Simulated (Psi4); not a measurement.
# A workflow on GaNH3 (SMILES [NH2][GaH])

Aim: a geometry optimisation (UPBE0/6-31G*), then vibrational wavenumbers of GaNH3. 

Program for the calculation: Psi4 1.11.

## 1. The molecule

The species is GaNH3 (5 atoms), meant as a doublet with charge 0. As SMILES, `[NH2][GaH]`. The shape is that of a PBE0-D4/def2-TZVP (4 decimals) optimisation. This is one conformer, not always the lowest. The run starts from this shape.

Bond lengths: N1–Ga2 1.825 Å, N1–H3 1.008 Å, N1–H4 1.006 Å, Ga2–H5 1.594 Å. Angles: N1–Ga2–H5 116.9°, Ga2–N1–H3 123.8°, Ga2–N1–H4 124.3°, H3–N1–H4 111.9°.

## 2. A geometry optimisation at UPBE0/6-31G(d) (density fitting with def2-universal-jkfit, Cartesian functions) (run 1)

gah3n.sdf

```

     RDKit          3D

  5  4  0  0  0  0  0  0  0  0999 V2000
   -0.2119   -0.6840    0.0647 N   0  0  0  0  0  0  0  0  0  0  0  0
    0.8155    0.7829    0.4170 Ga  0  0  0  0  0  2  0  0  0  0  0  0
   -0.9468   -0.7013   -0.6251 H   0  0  0  0  0  0  0  0  0  0  0  0
   -0.1152   -1.5693    0.5320 H   0  0  0  0  0  0  0  0  0  0  0  0
    0.5082    2.0979   -0.4301 H   0  0  0  0  0  0  0  0  0  0  0  0
  2  1  1  0
  3  1  1  0
  4  1  1  0
  5  2  1  0
M  RAD  1   2   2
M  END
$$$$
```

run.py

```python
import numpy as np
from ase.calculators.psi4 import Psi4
from ase.io import read
from ase.optimize import BFGS

atoms = read('gah3n.sdf')
calc = Psi4(atoms=atoms, method='pbe0', basis='6-31G*', memory='1600MB', num_threads=1, charge=0, multiplicity=2, label='gah3n', reference='uks')
calc.psi4.set_options({'df_basis_scf': 'def2-universal-jkfit'})
atoms.calc = calc

opt = BFGS(atoms)
done = opt.run(fmax=0.02, steps=40)
print('converged:', done)
for s, p in zip(atoms.symbols, atoms.positions):
    print(f'{s:2s} {p[0]:12.6f} {p[1]:12.6f} {p[2]:12.6f}')
```

On the command line:

```
$ python run.py
```

gah3n.dat:

```text
[...]
  Running in c1 symmetry.
[...]
  Nuclear repulsion =   95.282724332712988
[...]
  Multiplicity = 2
[...]
  Nalpha       = 21
  Nbeta        = 20
[...]
    Number of basis functions: 56
[...]
   @DF-UKS iter   1: -1978.68565735639413   -1.57538e+00   5.61881e-02 ADIIS/DIIS
[...]
   @DF-UKS iter  14: -1980.77802743839652   -1.20508e-11   7.71011e-09 DIIS
[...]
   @S^2 Observed:                7.534824349E-01
[...]
    Orbital Energies [Eh]
    ---------------------
    Alpha Occupied:
       1A   -372.900740     2A    -46.068754     3A    -40.786020
       4A    -40.784525     5A    -40.782813     6A    -14.381754
       7A     -5.570372     8A     -3.839356     9A     -3.835016
      10A     -3.831052    11A     -0.875465    12A     -0.845258
      13A     -0.843875    14A     -0.841364    15A     -0.839932
      16A     -0.815552    17A     -0.491728    18A     -0.466978
      19A     -0.349548    20A     -0.263295    21A     -0.205173
    Alpha Virtual:
      22A     -0.030931    23A      0.028266    24A      0.082519
      25A      0.089521    26A      0.136799    27A      0.153537
[...]
  @DF-UKS Final Energy: -1980.77802743839652
   => Energetics <=
    Nuclear Repulsion Energy =             95.2827243327129878
    One-Electron Energy =               -2949.3928721127172139
    Two-Electron Energy =                 935.7822610856068195
    DFT Exchange-Correlation Energy =     -62.4501407439989009
    Empirical Dispersion Energy =           0.0000000000000000
    VV10 Nonlocal Energy =                  0.0000000000000000
    Total Energy =                      -1980.7780274383962933
[...]
 Multipole Moments:
 ------------------------------------------------------------------------------------
     Multipole            Electronic (a.u.)      Nuclear  (a.u.)        Total (a.u.)
 ------------------------------------------------------------------------------------
 L = 1.  Multiply by 2.5417464519 to convert [e a0] to [Debye]
 Dipole X            :          3.3216006           -3.5765500           -0.2549494
 Dipole Y            :          2.9617249           -3.3589404           -0.3972155
 Dipole Z            :          1.8922424           -1.9658477           -0.0736052
 Magnitude           :                                                    0.4776997
[...]
  -Total Gradient:
     Atom            X                  Y                   Z
    ------   -----------------  -----------------  -----------------
       1       -0.000143242975     0.000031642638    -0.000153544858
       2        0.000101570766     0.000322940378    -0.000057301188
       3        0.000018247478    -0.000179612795     0.000085348295
       4       -0.000072292805    -0.000263309039     0.000058437619
       5        0.000101000687     0.000087650571     0.000072354030
[...]
```

On the terminal:

```text
Step     Time          Energy          fmax
BFGS:    0 hh:mm:ss   -53899.714602        0.179372
BFGS:    1 hh:mm:ss   -53899.715224        0.095512
BFGS:    2 hh:mm:ss   -53899.715430        0.052822
BFGS:    3 hh:mm:ss   -53899.715533        0.017656
converged: True
N     -0.212519    -0.684107     0.064174
Ga     0.817851     0.782170     0.419600
H     -0.949570    -0.699477    -0.628470
H     -0.113134    -1.571740     0.534937
H      0.507152     2.099355    -0.431760
```

It took 14 s on 1 thread of AMD EPYC 9R45 (Zen 5), shared host; peak memory 0.47 GiB.

Steps, from the record of the run:

```
step  energy from the first frame kept (eV)  largest force (eV/Å)
   0                                 0.0000                0.1794
   1                                -0.0006                0.0955
   2                                -0.0008                0.0528
   3                                -0.0009                0.0177
```

After the run. Bond lengths: N1–Ga2 1.827 Å, N1–H3 1.012 Å, N1–H4 1.010 Å, Ga2–H5 1.599 Å. Angles: N1–Ga2–H5 116.6°, Ga2–N1–H3 123.8°, Ga2–N1–H4 124.0°, H3–N1–H4 112.2°.

## 3. The harmonic vibrations at UPBE0/6-31G(d) (density fitting with def2-universal-jkfit, Cartesian functions) (run 2)

run_ase.py

```python
import numpy as np
from ase.calculators.psi4 import Psi4
from ase import Atoms
from ase.vibrations import Vibrations

a = Atoms(['N', 'Ga', 'H', 'H', 'H'], positions=[
    [-0.214283, -0.683514, 0.062199],
    [0.816087, 0.782763, 0.417625],
    [-0.951334, -0.698884, -0.630445],
    [-0.114898, -1.571147, 0.532962],
    [0.505388, 2.099948, -0.433735],
])
calc = Psi4(atoms=a, method='pbe0', basis='6-31G*', memory='1600MB', num_threads=1, charge=0, multiplicity=2, label='calc', reference='uks')
calc.psi4.set_options({'df_basis_scf': 'def2-universal-jkfit'})
a.calc = calc

vib = Vibrations(a, delta=0.02)
vib.run()
vib.summary()
```

On the command line:

```
$ python run_ase.py
```

calc.dat:

```text
[...]
  Running in c1 symmetry.
[...]
  Nuclear repulsion =   95.352492624299089
[...]
  Multiplicity = 2
[...]
  Nalpha       = 21
  Nbeta        = 20
[...]
    Number of basis functions: 56
[...]
   @DF-UKS iter   1: -1978.68905874624693   -1.57424e+00   5.61741e-02 DIIS/ADIIS
[...]
   @DF-UKS iter  14: -1980.77799804504184   -1.18234e-11   7.52169e-09 DIIS
[...]
   @S^2 Observed:                7.533983918E-01
[...]
    Orbital Energies [Eh]
    ---------------------
    Alpha Occupied:
       1A   -372.900622     2A    -46.068699     3A    -40.785966
       4A    -40.784464     5A    -40.782748     6A    -14.381725
       7A     -5.570309     8A     -3.839296     9A     -3.834957
      10A     -3.830994    11A     -0.875393    12A     -0.845297
      13A     -0.843817    14A     -0.841313    15A     -0.839961
      16A     -0.815488    17A     -0.491689    18A     -0.467347
      19A     -0.350469    20A     -0.263232    21A     -0.204485
    Alpha Virtual:
      22A     -0.030918    23A      0.028231    24A      0.082402
      25A      0.090053    26A      0.137944    27A      0.153551
[...]
  @DF-UKS Final Energy: -1980.77799804504184
   => Energetics <=
    Nuclear Repulsion Energy =             95.3524926242990887
    One-Electron Energy =               -2949.5312065814255220
    Two-Electron Energy =                 935.8520844927371627
    DFT Exchange-Correlation Energy =     -62.4513685806524919
    Empirical Dispersion Energy =           0.0000000000000000
    VV10 Nonlocal Energy =                  0.0000000000000000
    Total Energy =                      -1980.7779980450420680
[...]
 Multipole Moments:
 ------------------------------------------------------------------------------------
     Multipole            Electronic (a.u.)      Nuclear  (a.u.)        Total (a.u.)
 ------------------------------------------------------------------------------------
 L = 1.  Multiply by 2.5417464519 to convert [e a0] to [Debye]
 Dipole X            :          3.3178676           -3.5765495           -0.2586818
 Dipole Y            :          2.9689717           -3.3589410           -0.3899693
 Dipole Z            :          1.8638823           -1.9462219           -0.0823396
 Magnitude           :                                                    0.4751549
[...]
  -Total Gradient:
     Atom            X                  Y                   Z
    ------   -----------------  -----------------  -----------------
       1       -0.000073434330    -0.000147336058    -0.000054600414
       2       -0.000456769277     0.002382929254    -0.001590256696
       3        0.000072523229    -0.000151333999     0.000044687979
       4       -0.000167189079    -0.000280578569     0.000126660536
       5        0.000630216140    -0.001804203728     0.001478853828
[...]
```

Standard output:

```text
---------------------
  #    meV     cm^-1
---------------------
  0    7.6i     61.1i
  1    0.1i      0.9i
  2    0.1i      0.5i
  3    0.1       0.5
  4    1.5      11.9
  5    2.1      17.1
  6   17.2     138.7
  7   60.7     489.3
  8   61.2     493.7
  9   84.5     681.7
 10   93.5     754.2
 11  196.9    1588.5
 12  221.4    1786.0
 13  446.9    3604.7
 14  461.8    3725.0
---------------------
Zero-point energy: 0.824 eV
```

Wall time 1.7 min (1 thread of AMD EPYC 9R45 (Zen 5), shared host); peak memory 0.88 GiB.

## 4. Summary of results

| quantity | value |
| --- | --- |
| run 1, UPBE0/6-31G*: total energy at the end | -1980.77803 Eh |
| run 1, UPBE0/6-31G*: dipole moment | 1.21 D |
| run 1, UPBE0/6-31G*: HOMO energy (highest over α and β) | -5.58 eV |
| run 1, UPBE0/6-31G*: LUMO energy (lowest over α and β) | -2.26 eV |
| run 1, UPBE0/6-31G*: ⟨S²⟩ | 0.753 |

**Reading.** The optimisation (run 1, UPBE0/6-31G*) took 3 steps and changed the energy by -0.001 eV.
